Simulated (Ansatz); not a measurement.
The system is TlPt.

```xyz
6
Lattice="5.6050 0.0000 0.0000 -2.8025 4.8541 0.0000 0.0000 0.0000 4.6390" Properties=species:S:1:pos:R:3 pbc="T T T"
Tl   -1.4013    2.4270    0.0000
Tl    1.4013    2.4270    0.0000
Tl    2.8025    0.0000    0.0000
Pt    2.8025    1.6180    2.3195
Pt    0.0000    3.2360    2.3195
Pt    0.0000    0.0000    0.0000
```

- Program: Ansatz 0.2.0
- Task: relaxation of cell and atoms
- Functional: PBE
- Potentials or basis: JTH PAW
- Cutoff: 1800 eV (not typed: the program's choice for these potentials)
- k mesh: 6 × 6 × 6
- Occupations: fermi-dirac, width 0.05 eV
- Spin: no spin polarisation

At the start: volume 21.04 Å³/atom.

Task: How do energy, volume and symmetry change on relaxing?

Result: It ends after 11 steps and the volume is 25.32 Å³/atom (+20.4 %); space group P6/mmm (No. 191, to 0.05 Å).

Step by step:
```csv
step,energy change (eV),largest force (eV/Å),volume (Å³)
1,0.0000,0.0000,126.21
2,-0.8022,0.0000,139.89
3,-1.0399,0.0000,142.35
4,-1.2782,0.0000,143.73
5,-1.3910,0.0000,149.05
6,-1.4112,0.0000,148.69
7,-1.4139,0.0000,150.57
8,-1.4291,0.0000,151.03
9,-1.4313,0.0000,152.06
10,-1.4314,0.0000,151.93
11,-1.4351,0.0000,151.93
```

Final structure:
```
Tl Pt
1.0
     6.75350    0.00000    0.00000
    -3.37675    5.84871    0.00000
     0.00000    0.00000    3.84641
Tl Pt
3 3
Direct
  0.00000 0.50000 0.00000
  0.50000 0.50000 0.00000
  0.50000 0.00000 0.00000
  0.66667 0.33333 0.50000
  0.33333 0.66667 0.50000
  0.00000 0.00000 0.00000
```

Caveat: the volume moved by over 15 % at a fixed basis, so the end points are rough; the plane-wave basis is chosen anew once the cell has moved, so the energies of steps on either side of that aren't comparable.
